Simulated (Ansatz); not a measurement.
# NHBr (quartet): wave-function methods side by side at distance Br1–H2 along a hydrogen transfer = 1.574 Å, cc-pVDZ

How much of the correlation energy of NHBr (quartet) does each wave-function method recover here?

Program: Ansatz 0.2.0, Gaussian basis. Level of theory: cc-pVDZ, core rule «outside noble gas», up to 15 orbitals frozen. These are calculated values, not measurements.

To be run: UHF; CCSD(T) on ROHF; CCSD(T) on UHF; BCCD(T) on ROHF; CISD; CCSDT(Q) on ROHF; CCSDT(Q) on UHF; CCSDTQ on ROHF; CASSCF and MRCISD+Q, 5 electrons in 5 orbitals; CASSCF and NEVPT2, 5 electrons in 5 orbitals; CASSCF and MRCISD+Q, 13 electrons in 9 orbitals; CASSCF and NEVPT2, 13 electrons in 9 orbitals.

## Step 1: The geometry

The geometry derives from fragments relaxed apart (PBE0/def2-TZVP) and kept rigid, so it is no stationary point. A hydrogen atom is moved between rigid fragments. No spin-orbit coupling is included. The filled d shell of Br may be among the frozen orbitals whatever the setting's name suggests; the logs give the count.

3 atoms, charge 0, spin multiplicity 4.

Atoms are counted from 1 here; the program's logs count them from 0.

Bond lengths: Br1–H2 1.574 Å, H2–N3 1.244 Å. Angles: Br1–H2–N3 180.0°.

As a file:

| atom | x (Å) | y (Å) | z (Å) |
| --- | --- | --- | --- |
| Br1 | 0.0000 | 0.0000 | -1.4640 |
| H2 | 0.0000 | 0.0000 | 0.1100 |
| N3 | 0.0000 | 0.0000 | 1.3540 |

## Step 2: UHF

The input, in.yaml:

```yaml
crystal:
  periodic: [false, false, false]
  atoms:
    - {symbol: Br, position_ang: [0.000000, 0.000000, -1.464000]}
    - {symbol: H, position_ang: [0.000000, 0.000000, 0.110000]}
    - {symbol: N, position_ang: [0.000000, 0.000000, 1.354000]}
basis:
  gaussian: {orbitals: cc-pVDZ}
magnetization: {spin_polarized: true, initial_magnetization: 3}
hamiltonian: {xc: hf}
output: {orbitals: {seedname: orbitals}}
```

Command:

```console
> ansatz run in.yaml --threads 1 --pin off --events-out ev --progress --plain --max-ram 4096MiB --backend cpu
```

After this run come: CCSD(T) on ROHF; CCSD(T) on UHF; BCCD(T) on ROHF; CISD; CCSDT(Q) on ROHF; CCSDT(Q) on UHF; CCSDTQ on ROHF; CASSCF and MRCISD+Q, 5 electrons in 5 orbitals; CASSCF and NEVPT2, 5 electrons in 5 orbitals; CASSCF and MRCISD+Q, 13 electrons in 9 orbitals; CASSCF and NEVPT2, 13 electrons in 9 orbitals.

Before running them: what should the planned runs give, taken together? Wanted: RCCSDTQ below the RHF energy; RMP2 from RCCSDTQ; UMP2 from RCCSDTQ; RCCSD from RCCSDTQ; RCCSD(T) from RCCSDTQ; UCCSD(T) from RCCSDTQ; RCCSDT(Q) from RCCSDTQ; UCCSDT(Q) from RCCSDTQ; NEVPT2 pair from RCCSDTQ.

The runs gave:

| quantity | value |
| --- | --- |
| RCCSDTQ below the RHF energy | -7.0677 eV |
| RMP2 from RCCSDTQ | +1057.6 meV |
| UMP2 from RCCSDTQ | +1024.6 meV |
| RCCSD from RCCSDTQ | +162.1 meV |
| RCCSD(T) from RCCSDTQ | +30.7 meV |
| UCCSD(T) from RCCSDTQ | +28.5 meV |
| RCCSDT(Q) from RCCSDTQ | +0.5 meV |
| UCCSDT(Q) from RCCSDTQ | -1.9 meV |
| NEVPT2 pair from RCCSDTQ | +933.1 meV |
| MRCISD+Q pair from RCCSDTQ | +27.4 meV |
| NEVPT2 valence from RCCSDTQ | +1254.9 meV |
| levels within 1 kcal/mol (43 meV) | RCCSD(T), UCCSD(T), BCCD(T), RCCSDT, UCCSDT, RCCSDT(Q), UCCSDT(Q), MRCISD+Q pair, MRCISD+Q valence |
| T1 diagnostic | 0.034 |
| effectively unpaired electrons | 3.01 |

In words: RCCSD(T) lands +30.7 meV from the yardstick (0.4 % of the correlation energy). One determinant dominates. Of the multireference levels listed MRCISD+Q valence comes nearest in total energy (+13.0 meV), which doesn't show that its space is the better one. These misses are within one basis, not against nature; the frozen cores of restricted and unrestricted runs differ, which can shift their rows.
